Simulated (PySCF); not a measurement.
**One shape, several levels: SiBr2Cl2 (SMILES Cl[Si](Cl)(Br)Br)**

Aim: a comparison of 5 runs (HF/3-21G, HF/cc-pVTZ, B3LYP/6-31G*, B3LYP/6-31G**, CCSD(T)/3-21G) of SiBr2Cl2. 

The calculation is run with PySCF 2.14.0.

## 1. Starting point

The species is SiBr2Cl2 (5 atoms), meant as a singlet with charge 0. As SMILES, `Cl[Si](Cl)(Br)Br`. The shape is that of a GFN2-xTB optimisation.

Bond lengths: Si1–Br2 2.199 Å, Si1–Br3 2.199 Å, Si1–Cl4 2.009 Å, Si1–Cl5 2.009 Å. Angles: Br2–Si1–Br3 104.0°, Br2–Si1–Cl4 110.2°, Br2–Si1–Cl5 110.2°, Br3–Si1–Cl4 110.2°, Br3–Si1–Cl5 110.2°, Cl4–Si1–Cl5 111.9°.

## 2. Energy and forces at HF/3-21G (run 1)

Input file run.py:

```python
import pyscf.grad
from pyscf import gto

mol = gto.Mole()
mol.atom = [
    ('Si', (-0.074870, 0.000200, -0.052330)),
    ('Br', (0.040200, -0.017920, 2.143880)),
    ('Br', (2.028360, 0.010930, -0.695760)),
    ('Cl', (-1.000920, 1.667570, -0.683770)),
    ('Cl', (-0.992770, -1.660780, -0.712020)),
]
mol.basis = '3-21g'
mol.verbose = 4
mol.max_memory = 1860
mol.spin = 0
mol.build()

hf = mol.RHF()
hf.conv_tol = 1e-10
hf.kernel()
if not hf.converged:
    hf = hf.newton().run(hf.mo_coeff, hf.mo_occ)

e_final = hf.e_tot
print(f'total energy: {e_final:.8f} hartree')
grad = hf.Gradients().kernel()
hf.analyze()
```

Run with:

```console
$ OMP_NUM_THREADS=1 python run.py
```

Standard output:

```text
PySCF version 2.14.0

[... 81 lines left out ...]
MO #3   energy= -104.153506675128  occ= 2
[... 15 lines left out ...]
MO #19  energy= -8.01359618003546  occ= 2
[... 15 lines left out ...]
MO #35  energy= -3.12796765339324  occ= 2
[... 15 lines left out ...]
MO #51  energy= -0.591464951047166 occ= 2
[... 15 lines left out ...]
MO #67  energy= 0.439191056585048  occ= 0
[... 15 lines left out ...]
MO #83  energy= 1.22677017524217   occ= 0
[... 91 lines left out ...]
Dipole moment(X, Y, Z, Debye):  0.31448, -0.00144,  0.22139
```

Run time: 6.9 s. Hardware: 1 thread of Intel Xeon at 2.70GHz, shared host; peak memory 0.17 GiB.

## 3. Energy and forces at HF/cc-pVTZ (run 2)

Input file input.py:

```python
from pyscf import gto, scf

system = gto.M(
    atom=[
    ('Si', (-0.074870, 0.000200, -0.052330)),
    ('Br', (0.040200, -0.017920, 2.143880)),
    ('Br', (2.028360, 0.010930, -0.695760)),
    ('Cl', (-1.000920, 1.667570, -0.683770)),
    ('Cl', (-0.992770, -1.660780, -0.712020)),
],
    max_memory=1860,
    basis='cc-pvtz',
    verbose=4,
    spin=0,
)

myscf = scf.RHF(system)
myscf.conv_tol = 1e-10
myscf.kernel()
if not myscf.converged:
    myscf = myscf.newton().run(myscf.mo_coeff, myscf.mo_occ)

e_tot = myscf.e_tot
print('E = %.10f Eh' % e_tot)
grad = myscf.nuc_grad_method().kernel()
dip = myscf.dip_moment()
pop, q = myscf.mulliken_pop()
```

Run with:

```console
$ OMP_NUM_THREADS=1 python input.py
```

Standard output:

```text
PySCF version 2.14.0

[... 59 lines left out ...]
converged SCF energy = -6353.11656249311
[... 12 lines left out ...]
Dipole moment(X, Y, Z, Debye): -0.30475,  0.00089, -0.21209
[... 194 lines left out ...]
charge of    4Cl =     -0.17385
```

Run time: 3.1 min. Hardware: 1 thread of Intel Xeon at 2.70GHz, shared host; peak memory 1.3 GiB.

## 4. Energy and forces at B3LYP/6-31G(d) (spherical functions) (run 3)

Input file calc.py:

```python
# SiBr2Cl2
import pyscf.grad
from pyscf import gto, dft

molecule = gto.M(
    atom='''
Si      -0.074870       0.000200      -0.052330
Br       0.040200      -0.017920       2.143880
Br       2.028360       0.010930      -0.695760
Cl      -1.000920       1.667570      -0.683770
Cl      -0.992770      -1.660780      -0.712020
''',
    max_memory=1860,
    verbose=4,
    basis='6-31g*',
)

myscf = dft.RKS(molecule)
myscf.xc = 'b3lyp'
myscf.grids.level = 5
myscf.conv_tol = 1e-10
myscf.kernel()
if not myscf.converged:
    myscf = myscf.newton().run(myscf.mo_coeff, myscf.mo_occ)

energy = myscf.e_tot
print('Final energy', energy)
grad = myscf.Gradients().kernel()
dip = myscf.dip_moment()
pop, q = myscf.mulliken_pop()
```

Run with:

```console
$ OMP_NUM_THREADS=1 python calc.py
```

Standard output:

```text
PySCF version 2.14.0

[... 71 lines left out ...]
converged SCF energy = -6357.80961916409
Final energy -6357.809619164086
[... 12 lines left out ...]
Dipole moment(X, Y, Z, Debye): -0.16396,  0.00040, -0.11354
[... 124 lines left out ...]
charge of    4Cl =     -0.11131
```

Wall time 90 s (1 thread of Intel Xeon at 2.70GHz, shared host); peak memory 1.2 GiB.

Run 4 isn't shown in full; the table further down has it.

## 5. The energy at CCSD(T)/3-21G (run 5)

Input file run.py:

```python
# SiBr2Cl2
from pyscf import gto, scf, cc

mol = gto.Mole()
mol.atom = '''
Si    -0.074870     0.000200    -0.052330
Br     0.040200    -0.017920     2.143880
Br     2.028360     0.010930    -0.695760
Cl    -1.000920     1.667570    -0.683770
Cl    -0.992770    -1.660780    -0.712020
'''
mol.basis = '3-21g'
mol.verbose = 3
mol.max_memory = 1860
mol.build()

calc0 = scf.RHF(mol)
calc0.conv_tol = 1e-10
calc0.kernel()
if not calc0.converged:
    calc0 = calc0.newton().run(calc0.mo_coeff, calc0.mo_occ)

mycc = cc.CCSD(calc0, frozen=33)
mycc.kernel()
e_t = mycc.ccsd_t()
e_final = mycc.e_tot + e_t
print('E(%s) = %.9f' % ('CCSD(T)', e_final))
dip = calc0.dip_moment()
pop, q = calc0.mulliken_pop()
```

Run with:

```console
$ OMP_NUM_THREADS=1 python run.py
```

Standard output:

```text
converged SCF energy = -6322.21547082466
[... 3 lines left out ...]
Dipole moment(X, Y, Z, Debye):  0.31448, -0.00144,  0.22139
[... 89 lines left out ...]
charge of    4Cl =     -0.32252
```

Run time: 8.4 s. Hardware: 1 thread of Intel Xeon at 2.70GHz, shared host; peak memory 0.23 GiB.

## 6. Overview of the runs

```
run                                level  integration grid      task   energy (Eh)  dipole moment (D) of the reference  HOMO energy (eV)  LUMO energy (eV)  wall time
  1                             HF/3-21G                 –  gradient  -6322.215471                                0.38            -11.87              1.91      6.9 s
  2                           HF/cc-pVTZ                 –  gradient  -6353.116562                                0.37            -11.54              2.68    3.1 min
  3   B3LYP/6-31G* (spherical functions)                 5  gradient  -6357.809619                                0.20             -8.38             -1.52       90 s
  4  B3LYP/6-31G** (spherical functions)                 5  gradient  -6357.809619                                0.20             -8.38             -1.52    1.7 min
  5                        CCSD(T)/3-21G                 –    energy  -6322.451243                                0.38            -11.87              1.91      8.4 s
```

## 7. Outcome

| quantity | value |
| --- | --- |
| run 5: total energy | -6322.45124 Eh |
| run 5: dipole moment (Hartree–Fock density) | 0.38 D |
| run 5: HOMO energy (Hartree–Fock orbitals) | -11.87 eV |
| run 5: LUMO energy (Hartree–Fock orbitals) | 1.91 eV |
| run 5: HOMO–LUMO gap (Hartree–Fock orbitals) | 13.78 eV |
| run 5: correlation energy (33 core orbitals frozen) | -235.8 mEh |
| run 5: (T) correction | -5.04 mEh |
| run 5: T1 diagnostic | 0.007 |

Over runs 1, 2, 3, 4 the dipole moment (its size) runs from 0.20 D (B3LYP/6-31G**) to 0.38 D (HF/3-21G). The two ends differ in method and basis. The two dipoles point in opposite directions. Over runs 1, 2, 3, 4 the HOMO–LUMO gap runs from 6.86 eV (B3LYP/6-31G**) to 14.22 eV (HF/cc-pVTZ). All runs together took 6.5 min, the longest 3.1 min.
